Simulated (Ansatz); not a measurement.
Run this with Ansatz's Python interface and show what comes out.

`run_mae.py`:
```python
# -*- coding: utf-8 -*-
'''Easy axis of LaFeGe.'''

import ansatz as az
import numpy as np

params = {
    'filling': 'fermi_dirac',
    'functional': 'pbesol',
    'mesh': (5, 5, 5),
    'cutoff_ev': 470,
}


def main():
    vectors = np.array([
        [4.231808, 0.0, 0.0],
        [-2.115904, 3.664853, 0.0],
        [0.0, 0.0, 4.285784],
    ])
    lafege = (
        az.Lattice.of(vectors)
        .atom('La', [0.0, 0.0, 0.0])
        .atom('Fe', [1 / 3, 2 / 3, 0.5])
        .atom('Ge', [2 / 3, 1 / 3, 0.5])
        .moments(Fe=2.4)
    )

    job = (
        lafege.calculation()
        .occupations(params['filling'], width=100 * az.meV)
        .spin('collinear')
        .functional(params['functional'])
        .kpoints(*params['mesh'])
        .basis(params['cutoff_ev'])
        .eigenstates(nscf_kmesh=(5, 5, 4), top_band='c34')
        .magnetocrystalline_anisotropy(directions=[(0, 0, 1), (1, 0, 0), (1, 1, 0)])
    )
    mae = job.run(threads=1).magnetocrystalline_anisotropy()
    filled = mae.by_tetrahedra
    for direction, energy in zip(mae.directions, filled.energies_ev):
        print(direction.round(3), f'{1000 * energy:8.4f} meV per cell against the first direction')
    print('easy direction:', mae.directions[filled.easy_direction].round(3))


if __name__ == '__main__':
    main()
```

Running `python run_mae.py` prints:
```text
[0. 0. 1.]   0.0000 meV per cell against the first direction
[1. 0. 0.]  -0.3331 meV per cell against the first direction
[0.707 0.707 0.   ]  -0.3337 meV per cell against the first direction
easy direction: [0.707 0.707 0.   ]
```

Reading the output:
- Other magnetic orders than the one started from may lie lower.
- For a metal this k-point mesh is coarse: on a finer one energies can move by several to tens of meV an atom and pressures by half a GPa or more, differences at one mesh by less.
- This cell is a computed structure, which may not be the phase found in nature.
- Anisotropy energies under a meV need much denser k-meshes than this one.
- Hardware and time: 70 s on 1 thread of Intel(R) Xeon(R) 6975P-C (Granite Rapids), on a shared host, peak memory 0.5 GiB.

(A comment or docstring line of the script was reworded after the run, the code is as it ran; lines on the test bed's own set-up are left out of the output.)
